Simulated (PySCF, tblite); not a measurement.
**C₃H₇O₂S₂Si radical: geometry, infrared bands and EPR parameters**

What infrared bands and EPR parameters should C₃H₇O₂S₂Si radical (`O[CH]O[SiH]1SCCS1`) show?

The runs use tblite 0.8.0 and PySCF 2.14.0, with density-fitted response routines of our own; the level of theory stands in each step. All values are computed, except where a source is named. Atoms count from 0, in the outputs and in this text.

### Step 1. The molecule as given

15 atoms, charge 0, multiplicity 2; geometry from: force field or distance geometry start.

Bonds of the start (Å): O0–C1 1.39, C1–O2 1.39, O2–Si3 1.68, Si3–S4 2.17, S4–C5 1.83, C5–C6 1.49, C6–S7 1.80, S7–Si3 2.16, O0–H8 0.99, C1–H9 1.11, Si3–H10 1.46, C5–H11 1.11, C5–H12 1.09, C6–H13 1.10, C6–H14 1.12.

### Step 2. Relaxing the molecule with GFN2-xTB

What the job is given:

```
{"job": {"kind": "relax", "xc": "GFN2-xTB", "basis": "xTB"}, "charge": 0, "multiplicity": 2}
O     -2.753300     1.173800     0.689700
C     -2.866500    -0.183000     0.389400
O     -1.872400    -0.523000    -0.522800
Si    -0.482200    -1.190800     0.131500
S      0.581300     0.180800     1.426600
C      1.675700     0.890500     0.141900
C      2.300100    -0.236000    -0.616600
S      1.008000    -1.179200    -1.433300
H     -2.599700     1.631900    -0.174300
H     -3.837800    -0.429200    -0.098200
H     -0.649500    -2.508600     0.734100
H      2.472400     1.431000     0.697100
H      1.147000     1.579200    -0.522500
H      2.946600    -0.843400     0.041600
H      2.925800     0.213900    -1.423000
```

Launch:

```bash
$ OMP_NUM_THREADS=1 python probes_run.py task.json out
```

One launch serves the whole session: the jobs run in the order shown.

Standard output:

```text
step      E/eV     max force
  0    -716.80274    2.527
  1    -717.00244    1.438
  2    -717.13155    0.722
  3    -717.19679    0.788
  4    -717.27405    0.656
  5    -717.30278    0.513
  6    -717.32574    0.377
  7    -717.34341    0.297
  8    -717.35591    0.347
  9    -717.36588    0.306
 10    -717.37777    0.336
 11    -717.39189    0.387
 12    -717.40559    0.369
 13    -717.41977    0.365
 14    -717.43525    0.400
 15    -717.45067    0.384
 16    -717.45817    0.772
 17    -717.45809    0.740
 18    -717.47396    0.212
 19    -717.47761    0.145
 20    -717.48254    0.205
 21    -717.48616    0.161
 22    -717.49021    0.146
 23    -717.49478    0.164
 24    -717.50097    0.229
 25    -717.50849    0.369
 26    -717.49695    1.006
 27    -717.52067    0.219
 28    -717.52415    0.140
 29    -717.52685    0.127
 30    -717.52850    0.107
 31    -717.53140    0.121
 32    -717.53293    0.101
 33    -717.53446    0.102
 34    -717.53573    0.103
 35    -717.53739    0.104
 36    -717.53910    0.128
 37    -717.54102    0.121
 38    -717.54324    0.194
 39    -717.54604    0.232
 40    -717.54932    0.228
 41    -717.55295    0.212
 42    -717.55635    0.200
 43    -717.56014    0.198
 44    -717.56422    0.218
 45    -717.57110    0.200
 46    -717.57804    0.188
 47    -717.58272    0.167
 48    -717.58673    0.297
 49    -717.58979    0.267
 50    -717.59506    0.185
 51    -717.60168    0.270
 52    -717.60899    0.307
 53    -717.61827    0.300
 54    -717.62549    0.237
 55    -717.63184    0.163
 56    -717.63543    0.127
 57    -717.63857    0.130
 58    -717.64135    0.117
 59    -717.64327    0.136
 60    -717.64478    0.120
 61    -717.64643    0.102
 62    -717.64858    0.136
 63    -717.65095    0.144
 64    -717.65287    0.097
 65    -717.65406    0.090
 66    -717.65477    0.056
 67    -717.65534    0.066
 68    -717.65581    0.050
 69    -717.65624    0.073
 70    -717.65670    0.056
 71    -717.65722    0.070
 72    -717.65776    0.066
 73    -717.65827    0.043
 74    -717.65876    0.059
 75    -717.65930    0.055
 76    -717.65997    0.064
 77    -717.66078    0.072
 78    -717.66163    0.063
 79    -717.66238    0.066
 80    -717.66303    0.072
 81    -717.66371    0.065
 82    -717.66451    0.072
 83    -717.66547    0.082
 84    -717.66658    0.085
 85    -717.66766    0.078
 86    -717.66847    0.061
 87    -717.66898    0.071
 88    -717.66938    0.065
 89    -717.66978    0.054
 90    -717.67013    0.051
 91    -717.67041    0.046
 92    -717.67066    0.048
 93    -717.67098    0.051
 94    -717.67142    0.074
 95    -717.67181    0.060
 96    -717.67201    0.025
 97    -717.67208    0.020
 98    -717.67212    0.017
 99    -717.67218    0.021
100    -717.67226    0.019
101    -717.67231    0.021
102    -717.67239    0.023
103    -717.67251    0.038
104    -717.67272    0.047
105    -717.67297    0.044
106    -717.67317    0.038
107    -717.67332    0.036
108    -717.67347    0.042
109    -717.67369    0.050
110    -717.67395    0.040
111    -717.67415    0.033
112    -717.67425    0.018
113    -717.67430    0.019
114    -717.67434    0.014
115    -717.67440    0.018
116    -717.67447    0.020
117    -717.67455    0.030
118    -717.67464    0.030
119    -717.67472    0.030
120    -717.67480    0.023
121    -717.67486    0.019
122    -717.67492    0.023
123    -717.67497    0.019
124    -717.67501    0.015
125    -717.67504    0.011
126    -717.67506    0.009
```

It took 0.93 s on 1 thread of Arm Neoverse V2, shared host.

The steps of the relaxation: (not every step is listed)

```
step  energy from step 0 (eV)  largest force (eV/Å)
   0                   0.0000                2.5267
   1                  -0.1997                1.4382
   2                  -0.3288                0.7216
   3                  -0.3940                0.7884
   4                  -0.4713                0.6563
   5                  -0.5000                0.5134
   6                  -0.5230                0.3775
   7                  -0.5407                0.2967
   8                  -0.5532                0.3474
  19                  -0.6749                0.1450
  30                  -0.7258                0.1070
  41                  -0.7502                0.2119
  52                  -0.8062                0.3071
  63                  -0.8482                0.1443
  74                  -0.8560                0.0590
  85                  -0.8649                0.0780
  96                  -0.8693                0.0248
 107                  -0.8706                0.0364
 118                  -0.8719                0.0300
 121                  -0.8721                0.0189
 122                  -0.8722                0.0231
 123                  -0.8722                0.0191
 124                  -0.8723                0.0150
 125                  -0.8723                0.0106
 126                  -0.8723                0.0092
```

Distances of close pairs at the start and the end, largest changes first:

```csv
bond,before (Å),after (Å),change (Å)
O2–Si3,1.675,1.617,-0.058
C1–O2,1.391,1.344,-0.047
O0–C1,1.394,1.353,-0.041
C1–H9,1.114,1.078,-0.036
C6–S7,1.796,1.827,+0.031
C6–H14,1.115,1.089,-0.026
C5–H11,1.111,1.090,-0.022
O0–H8,0.990,0.970,-0.020
```

The next job starts from the end point, and lists it.

### Step 3. Vibrational analysis with GFN2-xTB

What the job is given:

```
{"job": {"kind": "ir", "xc": "GFN2-xTB", "basis": "xTB"}, "charge": 0, "multiplicity": 2}
O     -2.661194     1.192667     0.092587
C     -2.995970    -0.117527     0.045369
O     -2.051935    -1.065499     0.175055
Si    -0.440081    -1.149854     0.272472
S      0.419363     0.493446     1.383967
C      1.672392     0.976926     0.140664
C      2.122065    -0.200950    -0.694843
S      0.702691    -0.982557    -1.538239
H     -1.860510     1.308378     0.628194
H     -3.804362    -0.345592    -0.630337
H     -0.265452    -2.420282     0.936568
H      2.510380     1.397244     0.696109
H      1.230694     1.751723    -0.486613
H      2.612272    -0.958437    -0.082779
H      2.805233     0.128304    -1.477052
```

Standard output:

```text
mode    cm-1     km/mol
  1      43.9      0.26
  2      48.6      1.96
  3      96.3      3.58
  4     128.2      9.33
  5     181.8      2.00
  6     210.7      3.79
  7     237.2     11.89
  8     266.5     17.06
  9     405.6    103.59
 10     409.3      3.35
 11     458.3     54.71
 12     513.0     21.68
 13     521.1     27.37
 14     562.2    238.61
 15     625.4     48.07
 16     662.7      1.38
 17     691.7      0.86
 18     707.4     91.95
 19     777.3    235.22
 20     849.9      3.66
 21     941.0      0.60
 22    1034.1      1.19
 23    1087.7      9.77
 24    1093.9     37.39
 25    1138.4      0.08
 26    1198.8    101.20
 27    1228.6     15.01
 28    1236.5     17.95
 29    1260.9     15.02
 30    1304.4    322.68
 31    1437.8      5.35
 32    1447.9      0.55
 33    2420.8    170.05
 34    2977.1      1.52
 35    2989.2     17.19
 36    2997.8      4.18
 37    3003.0      4.87
 38    3073.3     15.12
 39    3400.6     63.20
```

Run time: 0.55 s. Hardware: 1 thread of Arm Neoverse V2, shared host.

The strongest bands and the atoms that carry them (share of the mass-weighted mode):

| cm⁻¹ | km/mol | atoms |
| --- | --- | --- |
| 406 | 103.6 | H8 73 % |
| 562 | 238.6 | H10 83 %, Si3 12 % |
| 707 | 92.0 | H10 71 %, C1 12 % |
| 777 | 235.2 | Si3 47 %, O2 19 %, C1 16 % |
| 1199 | 101.2 | O2 35 %, H9 27 %, C1 21 %, H8 12 % |
| 1304 | 322.7 | C1 49 %, H9 19 %, O0 16 %, H8 10 % |
| 2421 | 170.1 | H10 97 % |
| 3401 | 63.2 | H8 94 % |

### Step 4. g tensor and hyperfine couplings: B3LYP/pcH-1

Settings changed since step 3:

```diff
@@ -1,2 +1,2 @@
-{"job": {"kind": "ir", "xc": "GFN2-xTB", "basis": "xTB"}, "charge": 0, "multiplicity": 2}
+{"job": {"kind": "epr", "basis": "pcH-1"}, "charge": 0, "multiplicity": 2}
 O     -2.661194     1.192667     0.092587
```

Level: UKS B3LYP, pcH-1 on C H O S Si, non-relativistic, mean-field spin-orbit, GIAO.

Standard output:

```text
UKS, coarse grid
  cycle   1  E = -1354.78567009  |g| = 6.47e-01
  cycle   2  E = -1354.61141653  |g| = 9.53e-01
  cycle   3  E = -1354.92144400  |g| = 8.94e-02
  cycle   4  E = -1354.92396714  |g| = 4.49e-02
  cycle   5  E = -1354.92472101  |g| = 1.45e-02
  cycle   6  E = -1354.92479413  |g| = 6.11e-03
  cycle   7  E = -1354.92480767  |g| = 1.15e-03
  cycle   8  E = -1354.92480807  |g| = 5.91e-04
UKS, final grid
  cycle   1  E = -1354.92481818  |g| = 7.64e-04
  cycle   2  E = -1354.92481788  |g| = 1.08e-03
  cycle   3  E = -1354.92481851  |g| = 8.84e-05
  cycle   4  E = -1354.92481851  |g| = 3.04e-05
  cycle   5  E = -1354.92481851  |g| = 1.61e-05
E = -1354.92481851 Eh   <S^2> = 0.7528 (exact 0.7500)
g shifts (ppm)      1          2          3
  rmc          -218       -218       -218
  gc            -22          6          4
  oz_so         -51       1131       1869
  total        -292        919       1655
hyperfine (MHz)  atom isotope    a_iso     a_fc   dipolar eigenvalues
    0   17O     -17.50     -17.53    -58.71     28.00     30.72
    1   13C     246.70     246.74    -76.89    -75.26    152.15
    2   17O     -51.47     -51.49    -24.56     11.45     13.11
    3  29Si     -36.60     -36.67     -9.12      4.01      5.11
    4   33S       0.44       0.44     -0.24     -0.01      0.25
    5   13C      -0.13      -0.13     -0.25     -0.11      0.37
    6   13C       0.95       0.95     -0.41     -0.28      0.68
    7   33S      11.25      11.26     -1.76     -1.67      3.43
    8    1H      -4.80      -4.83    -12.45     -8.92     21.37
    9    1H      -6.91      -6.94    -32.98     -3.67     36.65
   10    1H      -4.32      -4.32     -2.31     -1.34      3.65
   11    1H      -0.05      -0.05     -0.46     -0.37      0.83
   12    1H      -0.02      -0.02     -0.81     -0.62      1.44
   13    1H      -0.18      -0.18     -0.55     -0.40      0.96
   14    1H       2.54       2.54     -0.52     -0.28      0.80
```

Run time: 2.2 min. Hardware: 1 thread of Arm Neoverse V2, shared host; peak memory 1.1 GiB.

Principal g values 2.00203, 2.00324, 2.00397; g(iso) = 2.00308, against 2.00232 for a free electron.

Mean a(iso) over the nuclei that a row names, and the largest dipolar term of the row (other rows stand at the frozen geometry):

```
  nuclei  isotope  a(iso) (MHz)  a(iso) (G, at g = 2.0023)  largest dipolar term (MHz)
      C1      13C         246.7                       88.0                       152.1
      O2      17O         -51.5                      -18.4                       -24.6
     Si3     29Si         -36.6                      -13.1                        -9.1
      O0      17O         -17.5                       -6.2                       -58.7
      H9       1H          -6.9                       -2.5                        36.7
  S4, S7      33S           5.8                        2.1                         3.4
      H8       1H          -4.8                       -1.7                        21.4
     H10       1H          -4.3                       -1.5                         3.6
H12, H14       1H           1.3                        0.4                         1.4
  C5, C6      13C           0.4                        0.1                         0.7
H11, H13       1H          -0.1                        0.0                         1.0
```

Mulliken spin populations:

O0 0.11; C1 0.83; O2 0.03; Si3 0.05; S4 0.00; C5 0.00; C6 0.00; S7 0.01; H8 0.00; H9 -0.02; H10 0.00; H11 0.00; H12 0.00; H13 0.00; H14 0.00

In first order the couplings over 0.8 MHz of 1H give 24 distinct lines over 6.6 G, if the averaged nuclei exchange fast.

The fields below are evaluated on a grid from the run's orbitals.

ELF in a plane through or near 5 of the atoms.

Values, 10 rows by 14 columns:
```
0.00 0.00 0.00 0.00 0.00 0.00 0.00 0.00 0.00 0.00 0.00 0.00 0.00 0.00
0.00 0.00 0.00 0.00 0.00 0.00 0.00 0.00 0.00 0.00 0.00 0.00 0.00 0.00
0.00 0.00 0.00 0.01 0.03 0.09 0.01 0.00 0.00 0.06 0.23 0.01 0.00 0.00
0.00 0.00 0.00 0.34 0.65 0.77 0.22 0.20 0.28 0.80 0.89 0.18 0.00 0.00
0.00 0.00 0.00 0.05 0.58 0.49 0.45 0.48 0.05 0.54 0.70 0.24 0.08 0.00
0.00 0.00 0.00 0.13 0.55 0.62 0.07 0.39 0.37 0.73 0.26 0.81 0.18 0.00
0.00 0.00 0.01 0.75 1.00 0.34 0.41 0.51 0.18 0.69 0.46 0.05 0.01 0.00
0.00 0.00 0.00 0.11 0.26 0.04 0.14 0.52 0.22 0.31 0.27 0.00 0.00 0.00
0.00 0.00 0.00 0.00 0.00 0.00 0.01 0.09 0.13 0.00 0.00 0.00 0.00 0.00
0.00 0.00 0.00 0.00 0.00 0.00 0.00 0.00 0.00 0.00 0.00 0.00 0.00 0.00
```
The map spans 12.7 Å across and 9.7 Å up, centred on the molecule. Atoms in the plane (x, y in Å): O2 (2.1, -0.9), Si3 (0.5, -1.1), C5 (-1.7, 0.9), H8 (1.8, 1.5), H13 (-2.5, -1.1).

log10 of the density (e/Å³) in the same plane.

Ten even steps from ' ' (-4.0) to '@' (1.5):
```
                                                        
                                                        
                                                        
              ....::::::......  ....::::::..            
            ..::----------::::::::--======--::          
          ..--====++++++====----==++****++++--..        
          ::--++++******++======++**######**==::..      
        ..::==++**##%%##**++++==++**%%%%##**==--::..    
        ..::==++**##@@##****++++++++######**++==--..    
        ..--==++**####********++++++**##%%##**==--::    
        ::--==****##****++**********########**==--::    
        ::--++**####**++****%%%%##%%@@%%****++==--..    
        ::--++**####**++****%%@@####%%##**++==--::..    
        ..::==++++++++++++**************++==::..        
          ..----==========++++++++++++====--..          
            ....::::------========----::::              
                  ..::::----------::....                
                      ....::::::::..                    
                            ......                      
                                                        
```
The map spans 12.7 Å across and 9.7 Å up, centred on the molecule. Atoms in the plane (x, y in Å): O2 (2.1, -0.9), Si3 (0.5, -1.1), C5 (-1.7, 0.9), H8 (1.8, 1.5), H13 (-2.5, -1.1).

On the surface of density 0.002 e/bohr³ the electrostatic potential runs, from the 1st to the 99th percentile, from -1.26 V near O0 to 1.30 V near H14.

The spin density lies nearest to C1 62 %; O0 14 %; O2 9 %; H9 8 %.

### Step 5. Summary of results

```
                                 quantity                  value
strongest single infrared mode (GFN2-xTB)  1304 cm⁻¹, 323 km/mol
             zero-point energy (GFN2-xTB)          62.4 kcal/mol
                           g(iso) (B3LYP)                2.00308
                                     ⟨S²⟩     0.753 (exact 0.75)
       largest a(iso) (averaged by class)   13C on C1, 246.7 MHz
    surface potential, 1st and 99th percentile     -1.26 V and 1.30 V
```

**Reading.** The optimisation took 126 steps and gained 0.872 eV; among the close pairs (by a distance rule), O2–Si3 changed most, from 1.675 to 1.617 Å. All 39 modes are real, so the xTB geometry is a minimum. The strongest single mode, at 1304 cm⁻¹, moves mainly C1, H9 and O0. Unscaled tight-binding wavenumbers are off by several per cent, some by more. Its intensities can rank the bands wrongly. Most of the unpaired spin sits on C1 (0.83 e). The isotropic g lies 0.8 ppt above the free-electron value.
